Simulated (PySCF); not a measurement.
# C₄H₉NSi: a tour of settings

Aim: see how C₄H₉NSi (`C=C(C)/C=N/[SiH3]`) answers to the choice of functional, basis, grid and SCF options, and what happens with inputs that are wrong on purpose.

Programs: PySCF 2.14.0, with density-fitted response routines of our own. Each step states its level of theory. These are calculated values for one molecule in the gas phase, unless marked as measured. Atoms count from 0, in the outputs and in this text.

### 1 The starting structure

15 atoms, charge 0, multiplicity 1; geometry from: GFN2-xTB.

Bonds of the start (Å): C0–C1 1.33, C1–C2 1.49, C1–C3 1.46, C3–N4 1.26, N4–Si5 1.71, C0–H6 1.08, C0–H7 1.08, C2–H8 1.09, C2–H9 1.09, C2–H10 1.09, C3–H11 1.10, Si5–H12 1.47, Si5–H13 1.46, Si5–H14 1.46.

### 2 TDDFT and polarisability: PBE0/def2-SVPD

Job settings and geometry (Å):

```
{"job": {"kind": "uv", "xc": "PBE0", "basis": "def2-SVPD", "nstates": 6, "ntriplets": 2, "tda": true, "scf": {"aux": "def2-universal-jkfit", "guess": "huckel"}}, "charge": 0, "multiplicity": 1}
C     -1.948741    -1.476004     0.059312
C     -1.140608    -0.416277     0.074665
C     -1.625414     0.985799     0.258441
C      0.298789    -0.592523    -0.091357
N      1.090939     0.383915    -0.078474
Si     2.786619     0.568646    -0.233154
H     -3.014234    -1.380465     0.181236
H     -1.569412    -2.475626    -0.073144
H     -2.706296     1.018221     0.362833
H     -1.322484     1.591445    -0.593049
H     -1.160814     1.418638     1.141969
H      0.627718    -1.632879    -0.227591
H      3.581871    -0.650449    -0.435075
H      3.170448     1.214068     1.020456
H      2.927207     1.451481    -1.388980
```

Level: TDA PBE0/def2-SVPD, vertical, gas phase, core orbitals frozen in the response.

Run with:

```bash
$ OMP_NUM_THREADS=1 python probes_run.py task.json out
```

The driver reads the jobs from task.json and runs them one after another.

What it wrote:

```text
final grid: 116104 points
cycle   1  E = -496.5235965741  dE =  2.168e+00  |g| = 3.789e+00  |ddm| = 9.359e+00
cycle   2  E = -449.0926581106  dE =  4.743e+01  |g| = 8.871e+00  |ddm| = 5.461e+01
cycle   3  E = -496.5708064315  dE = -4.748e+01  |g| = 2.376e+00  |ddm| = 9.588e+01
cycle   4  E = -469.2865332526  dE =  2.728e+01  |g| = 7.164e+00  |ddm| = 8.551e+01
cycle   5  E = -494.4068925211  dE = -2.512e+01  |g| = 3.290e+00  |ddm| = 2.305e+01
cycle   6  E = -501.2237934551  dE = -6.817e+00  |g| = 7.039e-01  |ddm| = 8.245e+00
cycle   7  E = -501.3575946106  dE = -1.338e-01  |g| = 4.378e-01  |ddm| = 1.462e+00
cycle   8  E = -501.4242859307  dE = -6.669e-02  |g| = 1.997e-01  |ddm| = 7.594e-01
cycle   9  E = -501.4382831690  dE = -1.400e-02  |g| = 9.763e-02  |ddm| = 5.000e-01
cycle  10  E = -501.4406245084  dE = -2.341e-03  |g| = 5.930e-02  |ddm| = 2.969e-01
cycle  11  E = -501.4415544938  dE = -9.300e-04  |g| = 8.264e-03  |ddm| = 1.060e-01
cycle  12  E = -501.4415601853  dE = -5.692e-06  |g| = 7.953e-03  |ddm| = 3.379e-02
cycle  13  E = -501.4415746984  dE = -1.451e-05  |g| = 1.236e-03  |ddm| = 1.173e-02
cycle  14  E = -501.4415750333  dE = -3.349e-07  |g| = 3.653e-04  |ddm| = 3.107e-03
cycle  15  E = -501.4415750655  dE = -3.220e-08  |g| = 1.318e-04  |ddm| = 8.741e-04
cycle  16  E = -501.4415750690  dE = -3.479e-09  |g| = 4.751e-05  |ddm| = 3.433e-04
cycle  17  E = -501.4415750697  dE = -6.886e-10  |g| = 6.923e-06  |ddm| = 1.229e-04
converged SCF energy = -501.4415750697

Static polarisability (au): isotropic 89.692, principal 61.310 79.803 127.964

Singlet excitations
state   eV       nm        f      main configurations
  1   3.7257    332.8   0.00011   H->L 0.98
  2   6.0092    206.3   0.58745   H-1->L 0.74, H->L+1 0.17
  3   6.1695    201.0   0.29628   H->L+1 0.80, H-1->L 0.14
  4   6.8387    181.3   0.00148   H-3->L 0.61, H->L+4 0.26
  5   6.8861    180.0   0.00120   H->L+4 0.68, H-3->L 0.20, H-1->L+1 0.08
  6   6.9416    178.6   0.00938   H-1->L+1 0.84, H-3->L 0.10

Triplet excitations (Tamm-Dancoff, eV): 3.1846 3.3992
```

Run time: 45 s. Hardware: 1 thread of Arm Neoverse N1, shared host; peak memory 0.69 GiB.

The orbitals next to the gap, with their largest atomic shares:

| orbital | eV | atoms |
| --- | --- | --- |
| HOMO−3 | -9.57 | Si5 36 %, H12 21 %, H13 11 % |
| HOMO−2 | -9.28 | Si5 21 %, C3 14 %, H14 14 % |
| HOMO−1 | -7.55 | C0 31 %, C1 25 %, N4 15 % |
| HOMO | -6.99 | N4 56 %, C3 13 %, Si5 10 % |
| LUMO | -1.51 | C0 24 %, N4 23 %, C3 22 % |
| LUMO+1 | 0.43 | Si5 35 %, C3 11 %, H12 9 % |
| LUMO+2 | 1.00 | Si5 32 %, C0 12 %, H12 9 % |

With each of the 6 states as a Gaussian band of 0.4 eV half-width at 1/e, the curve within the window shown has maxima at 204 nm (ε 35,000) L/(mol cm). Beyond the last state computed it falls off for lack of states. The curve at chosen wavelengths:

(nm, ε (L/mol/cm)): (171, 271), (180, 1199), (189, 8754), (198, 27787), (207, 33353), (216, 18512), (225, 5625), (234, 1069), (243, 141), (252, 14), (261, 1), (270, 0), (279, 0), (288, 1), (297, 1), (306, 2), (315, 3), (324, 4), (333, 4), (342, 4), (351, 4), (360, 3), (369, 2), (378, 1), (387, 1), (396, 0)

Ground-state properties from the same run:

| property | computed |
| --- | --- |
| dipole moment (D) | 1.52 |
| polarisability (Å³) | 13.29 |
| HOMO–LUMO gap (eV) | 5.47 |
| −ε(HOMO) (eV) | 6.99 |

### 3 Shielding tensors: M06-2X/LANL2DZ

The job, as its differences from that of step 2:

```diff
@@ -1,2 +1,2 @@
-{"job": {"kind": "uv", "xc": "PBE0", "basis": "def2-SVPD", "nstates": 6, "ntriplets": 2, "tda": true, "scf": {"aux": "def2-universal-jkfit", "guess": "huckel"}}, "charge": 0, "multiplicity": 1}
+{"job": {"kind": "nmr", "xc": "M06-2X", "basis": "LANL2DZ", "pop": true, "scf": {"guess": "1e", "max_cycle": 96}}, "charge": -2, "multiplicity": 1}
 C     -1.948741    -1.476004     0.059312
```

Method: M06-2X/LANL2DZ.

What it wrote:

```text
NotImplementedError: meta-GGA GIAO
```

Wall time 23 s (1 thread of Arm Neoverse N1, shared host); peak memory 0.48 GiB.

**What went wrong.** This response code has no terms for the kinetic-energy density, so it refuses meta-GGA functionals here. Besides, the charge was set to -2 in this input. Cure: take a GGA or a hybrid, or another code, and undo the other change.

### 4 NMR shieldings: PBE0/3-21G

The job, as its differences from that of step 3:

```diff
@@ -1,2 +1,2 @@
-{"job": {"kind": "nmr", "xc": "M06-2X", "basis": "LANL2DZ", "pop": true, "scf": {"guess": "1e", "max_cycle": 96}}, "charge": -2, "multiplicity": 1}
+{"job": {"kind": "nmr", "xc": "PBE0", "basis": "3-21G", "pop": false, "scf": {"max_cycle": 5}}, "charge": 0, "multiplicity": 1}
 C     -1.948741    -1.476004     0.059312
```

Level: GIAO PBE0/3-21G NMR shielding, non-relativistic, gas phase.

What it wrote:

```text
final grid: 116104 points
cycle   1  E = -498.9170995821  dE =  3.579e-01  |g| = 4.077e-01  |ddm| = 3.707e+00
cycle   2  E = -498.8490649158  dE =  6.803e-02  |g| = 6.850e-01  |ddm| = 1.331e+00
cycle   3  E = -498.9567278142  dE = -1.077e-01  |g| = 1.090e-01  |ddm| = 8.910e-01
cycle   4  E = -498.9596993611  dE = -2.972e-03  |g| = 2.699e-02  |ddm| = 1.520e-01
cycle   5  E = -498.9598629693  dE = -1.636e-04  |g| = 1.217e-02  |ddm| = 4.221e-02
SCF not converged, last energy = -498.9598629693
```

It took 3.1 s on 1 thread of Arm Neoverse N1, shared host; peak memory 0.5 GiB.

Why it failed: The cap of 5 cycles ended the SCF at a gradient of 1.2e-02. Cure: raise the cap. Numbers printed on the way are no properties of the molecule.

(Part 1 of 2 ends here.)
